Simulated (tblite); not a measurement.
# CH6N2Si (SMILES N[SiH]1CN1): GFN1-xTB

Wanted: a geometry optimisation of CH6N2Si. 

Program for the calculation: tblite 0.8.0.

20 further runs of the same task are left out: 20 set aside as unsound or not needed.

## 1. The system as given

CH6N2Si has 10 atoms, charge 0, and is taken as a singlet. SMILES: `N[SiH]1CN1`. Geometry: relaxed at GFN2-xTB. This is one conformer, not always the lowest. The run starts from this shape.

Bond lengths: N1–Si2 1.718 Å, Si2–C3 1.860 Å, Si2–N4 1.729 Å, C3–N4 1.494 Å, N1–H5 1.008 Å, N1–H6 1.008 Å, Si2–H7 1.448 Å, C3–H8 1.083 Å, C3–H9 1.084 Å, N4–H10 1.008 Å. Some angles: N1–Si2–C3 121.2°, N1–Si2–N4 118.6°, C3–Si2–N4 49.0°, Si2–C3–N4 60.9°, Si2–N4–C3 70.1°, N1–Si2–H7 110.1°, C3–Si2–H7 121.8°, N4–Si2–H7 124.0°, Si2–N1–H5 117.3°, Si2–N1–H6 117.6°.

## 2. A structure relaxation at GFN1-xTB

Contents of molecule.xyz:

```xyz
10

N     -1.710850     0.723070     0.251620
Si    -0.001310     0.577520     0.333290
C      0.832520    -1.081110     0.211840
N      0.829140    -0.180340    -0.980420
H     -2.221310    -0.045420    -0.154510
H     -2.089810     1.593480    -0.086280
H      0.552390     1.652340     1.129690
H      1.789670    -1.242780     0.692960
H      0.307960    -2.011410     0.029170
H      1.711610     0.014630    -1.427350
```

Contents of job.py:

```python
import json
import numpy as np
from tblite.interface import Calculator
from tblite.interface import symbols_to_numbers
from scipy.optimize import minimize

symbols = list(map(str, np.loadtxt("molecule.xyz", skiprows=2, usecols=0, dtype=str, ndmin=1)))
numbers = np.array(symbols_to_numbers(symbols))
positions = np.loadtxt("molecule.xyz", skiprows=2, usecols=(1, 2, 3), ndmin=2) / 0.5291772

xtb = Calculator("GFN1-xTB", numbers, positions, charge=0, uhf=0)
xtb.set("verbosity", 0)
xtb.set("accuracy", 0.01)
last, frames, energies, grads = [None], [], [], []

def fun(x):
    xtb.update(x.reshape(-1, 3))
    last[0] = xtb.singlepoint(last[0])
    return float(last[0].get('energy')), last[0].get('gradient').ravel()

def show(x):
    e, g = fun(x)
    frames.append(x.reshape(-1, 3).tolist())
    energies.append(e)
    grads.append(g.reshape(-1, 3).tolist())
    print(f"{len(energies) - 1:4d} {e:16.9f} {np.abs(g).max():12.3e} {np.linalg.norm(g):12.3e}")

print("step      energy/Eh       max grad     grad norm")
show(positions.ravel())
opt = minimize(fun, positions.ravel(), jac=True, method="BFGS", callback=show, options={"gtol": 3e-05, "maxiter": 500})
print("converged:", opt.success, "-", opt.message)
fun(opt.x)
sp = last[0]
final = opt.x.reshape(-1, 3)
print("final geometry (angstrom)")
for s, p in zip(symbols, final * 0.529177210903):
    print(f"{s:<2} {p[0]:12.6f} {p[1]:12.6f} {p[2]:12.6f}")
print(f"Energy: {sp.get('energy'):.8f} Eh")
eps = np.atleast_2d(sp.get("orbital-energies")) * 27.211386
occ = np.atleast_2d(sp.get("orbital-occupations"))
filled = occ.sum(axis=0) if eps.shape[0] == 1 else occ[0]
homo = np.nonzero(filled > 0.5)[0].max()
print("  MO   occupation   energy/eV")
for i in range(max(0, homo - 4), min(eps.shape[1], homo + 5)):
    print(f"{i + 1:4d} {filled[i]:10.4f} {eps[0, i]:12.4f}")
mu = sp.get("dipole") * 2.541746
print(f"|mu|: {np.linalg.norm(mu):.4f} D, components " + " ".join(f"{c:.4f}" for c in mu))
q = sp.get("charges")
print("Charges:", " ".join(f"{s}{i + 1}={c:+.4f}" for i, (s, c) in enumerate(zip(symbols, q))))
out = {k: np.asarray(sp.get(k)).tolist() for k in ("energy", "gradient", "charges", "dipole", "orbital-energies", "orbital-occupations")}
out.update(symbols=symbols, positions=(positions * 0.529177210903).tolist(), final=final.tolist(), frames=frames, step_energies=energies, grads=grads, success=bool(opt.success))
json.dump(out, open("results.json", "w"))
```

Started as:

```sh
$ python job.py
```

What values should one expect? Wanted: total energy at the end; dipole moment; HOMO energy; LUMO energy; HOMO–LUMO gap.

Computed results:

At GFN1-xTB:

```
               quantity         value
total energy at the end  -13.61879 Eh
          dipole moment        1.58 D
            HOMO energy     -10.24 eV
            LUMO energy      -4.45 eV
          HOMO–LUMO gap       5.79 eV
```

What this shows: At the final geometry: Bond lengths: N1–Si2 1.706 Å, Si2–C3 1.860 Å, Si2–N4 1.681 Å, C3–N4 1.556 Å, N1–H5 1.008 Å, N1–H6 1.006 Å, Si2–H7 1.435 Å, C3–H8 1.093 Å, C3–H9 1.093 Å, N4–H10 1.002 Å. Some angles: N1–Si2–C3 124.7°, N1–Si2–N4 118.2°, C3–Si2–N4 51.8°, Si2–C3–N4 58.1°, Si2–N4–C3 70.0°, N1–Si2–H7 108.2°, C3–Si2–H7 121.8°, N4–Si2–H7 122.2°, Si2–N1–H5 125.2°, Si2–N1–H6 125.4°. The optimisation took 94 steps and changed the energy by -0.333 eV.
